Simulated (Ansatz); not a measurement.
# BaFeO2F: properties at the relaxed cell

One table from this session's results is given with a row withheld; the runs are named, their logs left out.

Method: DFT PBEsol, scalar-relativistic, plane waves, PAW, in Ansatz 0.2.0.

2 further runs of the same task are left out: 2 set aside as unsound or not needed.

### The structure to begin with

It takes space group P4/mmm (No. 123, tetragonal). The conventional cell has a = 3.834 Å, b = 3.834 Å, c = 4.288 Å, α = 90.00°, β = 90.00°, γ = 90.00°. Around Ba (site symmetry 4/mmm) lie 4 F at 2.71 Å and 8 O at 2.88 Å. Fe (site symmetry 4/mmm) is surrounded by 4 O at 1.92 Å and 2 F at 2.14 Å. O (site symmetry mmm) is surrounded by 2 Fe at 1.92 Å. Around F (site symmetry 4/mmm) lie 2 Fe at 2.14 Å and 4 Ba at 2.71 Å.

Structure file:

```
CELL_PARAMETERS angstrom
3.83412 0.00000 0.00000
0.00000 3.83412 0.00000
0.00000 0.00000 4.28808
ATOMIC_POSITIONS crystal
Ba 0.00000 0.00000 0.00000
Fe 0.50000 0.50000 0.50000
O 0.50000 0.00000 0.50000
O 0.00000 0.50000 0.50000
F 0.50000 0.50000 0.00000
```

It goes back to an entry of the Materials Project, which need not be the stable form.

It is the result of an earlier relaxation at this level (volume 12.61 Å³/atom; gap on the mesh: none (metal), site moments up to 2.8 μB).

Set-up of the first run:

Contents of input.yaml:

```yaml
crystal:
  lattice:
    - [3.8341174091, 0.0, 0.0]
    - [0.0, 3.8341174091, 0.0]
    - [0.0, 0.0, 4.2880787274]
  atoms:
    - { symbol: Ba, position: [0.0, 0.0, 0.0] }
    - { symbol: Fe, position: [0.5, 0.5, 0.5], spin: 3.13 }
    - { symbol: O, position: [0.5, 0.0, 0.5], spin: 0.19 }
    - { symbol: O, position: [0.0, 0.5, 0.5], spin: 0.19 }
    - { symbol: F, position: [0.5, 0.5, 0.0] }
basis:
  ecutwfc: 420
kpoints:
  mp_grid: { grid: [10, 10, 8] }
  band_path:
    path:
      - [[0.0, 0.0, 0.0], [0.0, 0.5, 0.0], [0.5, 0.5, 0.0], [0.0, 0.0, 0.0], [0.0, 0.0, 0.5], [0.0, 0.5, 0.5], [0.5, 0.5, 0.5], [0.0, 0.0, 0.5]]
      - [[0.0, 0.5, 0.0], [0.0, 0.5, 0.5]]
      - [[0.5, 0.5, 0.0], [0.5, 0.5, 0.5]]
    npoints: 14
hamiltonian:
  xc: pbesol
scf:
  occupations: { method: gaussian, width: 0.1 }
  n_extra_bands: 12
output:
  forces: true
  stress: true
  eigenvalues: true
  populations: true
  dos: { projected: true, de: 0.02, nscf_kmesh: { grid: [15, 15, 12] } }
  bader: true
  write_density: true
  write_potential: true
  elf: true
  volumetric_format: npy
magnetization:
  spin_polarized: true
checkpoint:
  read: start.run
  write: ck
  compress: false
  write_wavefunctions: false
  write_every: 100000
```

Launch:

```sh
$ ansatz run input.yaml --threads 2 --pin off --max-ram 5120MiB --backend cpu --events-out ev --progress --plain --runs-dir out
```

Among the steps run: Static run: bands, density of states and charges; Volume × 0.97; Point at V/V0 = 1.03; Point at V/V0 = 0.94; The cell scaled to 1.06 of its volume.

One of the session's tables, all rows but one given; the rest of the session is left out.

It belongs to the step «Equation of state». 

```
volume (Å³/atom)  energy above the lowest point (meV/atom)  pressure (GPa)  largest moment (μB)
          11.851                                      19.2            8.82                 2.70
          12.229                                       4.4            3.95                 2.76
          12.607                                       0.0           -0.03                 2.85
          12.986                                         ?               ?                    ?
          13.364                                      15.1           -5.95                 3.05
```

Q: Estimate the row for volume (Å³/atom) = 12.986 from the others.

Worked estimate for «energy above the lowest point (meV/atom)». A straight line through the neighbours (12.607, 0.0) and (13.364, 15.1) gives 0.0 + (15.1 − 0.0) × (12.986 − 12.607) / (13.364 − 12.607) = 7.6; a parabola fitted to 3 rows on both sides gives 3.6.

The run gave: energy above the lowest point (meV/atom): 4.1; pressure (GPa): -3.26; largest moment (μB): 2.95. In «energy above the lowest point (meV/atom)» the line misses by +3.5 and the parabola by -0.5.

To keep in mind: Without a U such compounds often come out metallic though many are antiferromagnetic insulators. Warnings in the runs' records: stability check not made.
